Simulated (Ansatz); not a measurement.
# Cl4H2HfO (Hf(Cl)4(H2O)): the cost of one run

The runs use Ansatz 0.2.0; DFT PBE, plane waves, PAW, molecule in a box with 9 Å of vacuum.

3 further runs of the same task are left out: 2 for a known fault of the program, 1 that didn't finish. Runs told in other sessions of the task aren't counted.

## (1) Starting geometry

8 atoms, charge 0, spin multiplicity 1.

Bond lengths: Hf1–Cl2 2.418 Å, Hf1–Cl3 2.418 Å, Hf1–Cl4 2.344 Å, Hf1–Cl5 2.344 Å, Hf1–O6 2.265 Å, O6–H7 0.979 Å, O6–H8 0.979 Å. Angles: Cl2–Hf1–Cl3 147.8°, Cl2–Hf1–Cl4 99.3°, Cl2–Hf1–Cl5 99.1°, Cl2–Hf1–O6 73.9°, Cl3–Hf1–Cl4 99.1°, Cl3–Hf1–Cl5 99.3°, Cl3–Hf1–O6 73.9°, Cl4–Hf1–Cl5 109.3°, Cl4–Hf1–O6 125.3°, Cl5–Hf1–O6 125.3°, Hf1–O6–H7 123.3°, Hf1–O6–H8 123.3°, H7–O6–H8 113.3°.

Coordinates:

```mol
Cl4H2HfO
  3D, bonds by distance, orders not assigned

  8  7  0  0  0  0  0  0  0  0999 V2000
   -0.0256   -0.0444    0.0000 Hf  0  0
   -0.5371   -0.5229    2.3140 Cl  0  0
   -0.1842   -0.7266   -2.3140 Cl  0  0
    2.3017    0.1775    0.1634 Cl  0  0
   -0.9972    2.0821   -0.1634 Cl  0  0
   -1.1583   -2.0063    0.0000 O   0  0
   -1.4868   -2.4379    0.8148 H   0  0
   -1.3678   -2.5065   -0.8148 H   0  0
  1  2  8  0
  1  3  8  0
  1  4  8  0
  1  5  8  0
  1  6  8  0
  6  7  8  0
  6  8  8  0
M  END
```

Formal oxidation states: Hf +4. An earlier session relaxed this geometry at PBE, Hf def2-SVP with ECP60, Cl def2-SVP, O def2-SVP, H def2-SVP (singlet, point group C2v).

## (2) Scalar-relativistic

input.yaml

```yaml
crystal:
  lattice:
    - [12.79, 0.0, 0.0]
    - [0.0, 13.59, 0.0]
    - [0.0, 0.0, 13.63]
  atoms:
    - { symbol: Hf, position: [0.46607819, 0.51229801, 0.49992883] }
    - { symbol: Cl, position: [0.4260907, 0.47709272, 0.6697036] }
    - { symbol: Cl, position: [0.45367631, 0.46210375, 0.33015407] }
    - { symbol: Cl, position: [0.64804457, 0.52862546, 0.51191709] }
    - { symbol: Cl, position: [0.3901165, 0.66877189, 0.48794057] }
    - { symbol: O, position: [0.37751837, 0.36793525, 0.49992883] }
    - { symbol: H, position: [0.35183737, 0.33617881, 0.55970653] }
    - { symbol: H, position: [0.36113683, 0.33112583, 0.44015114] }
basis:
  ecutwfc: 420
  ecutrho_ratio: 4
kpoints:
  mp_grid: { grid: [1, 1, 1] }
hamiltonian:
  xc: pbe
scf:
  occupations: { method: gaussian, width: 0.01 }
output:
  forces: true
  eigenvalues: true
  populations: true
```

The run is started by

```console
$ ansatz run input.yaml --threads 2 --pin off --max-ram 5120MiB --backend cpu --events-out ev --progress --plain --runs-dir out
```

**Question.** How long does this run take on 2 threads of Arm Neoverse V2, shared host, and how much memory does it need?

About 5.1 s, with a peak of 1.2 GiB.
